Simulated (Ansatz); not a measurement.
**KI: a relaxation**

Aim: a sound relaxation of KI. The structure is shown as the input types it.

Method: DFT, LDA, PAW with Ansatz's default frozen-core files, scalar-relativistic; relaxation of cell and atoms, in Ansatz 0.2.0.

## 1. The starting structure

Symmetry: Fm-3m, No. 225, cubic system. Conventional cell: a = 6.823 Å, b = 6.823 Å, c = 6.823 Å, α = 90.00°, β = 90.00°, γ = 90.00°. K (site symmetry m-3m) has 6 I at 3.41 Å as nearest neighbours. Around I (site symmetry m-3m) lie 6 K at 3.41 Å.

The input asks for a charge of +6 e on the cell.

Structure file:

```
K I
1.0
     0.00000    3.41147    3.41147
     3.41147    0.00000    3.41147
     3.41147    3.41147    0.00000
K I
1 1
Direct
  0.00000 0.00000 0.00000
  0.50000 0.50000 0.50000
```

## 2. The calculation

File input.yaml:

```yaml
crystal:
  lattice:
    - [0.0, 3.41147412036, 3.41147412036]
    - [3.41147412036, 0.0, 3.41147412036]
    - [3.41147412036, 3.41147412036, 0.0]
  atoms:
    - { symbol: K, position: [0.0, 0.0, 0.0] }
    - { symbol: I, position: [0.5, 0.5, 0.5] }
kpoints:
  mp_grid: { grid: [6, 6, 6] }
scf:
  occupations: { method: fixed }
  max_iter: 50
hamiltonian:
  xc: lda
  pseudopotentials: { kind: paw }
relax:
  f_tol: 0.002
  max_steps: 80
  cell: { p_target: 30 }
output:
  forces: true
  stress: true
total_charge: 6
```

Launch:

```sh
$ ansatz run input.yaml --threads 1 --pin off --max-ram 1228MiB --backend cpu --events-out ev --progress --plain --runs-dir out
```

What happens when this is run?

The program finished normally. Convergence says nothing about whether the input makes sense.

Look at the input: total_charge is 6. The typed charge changes the electron count, so this is no longer the system that was meant.

The test: delete total_charge (the default then holds).
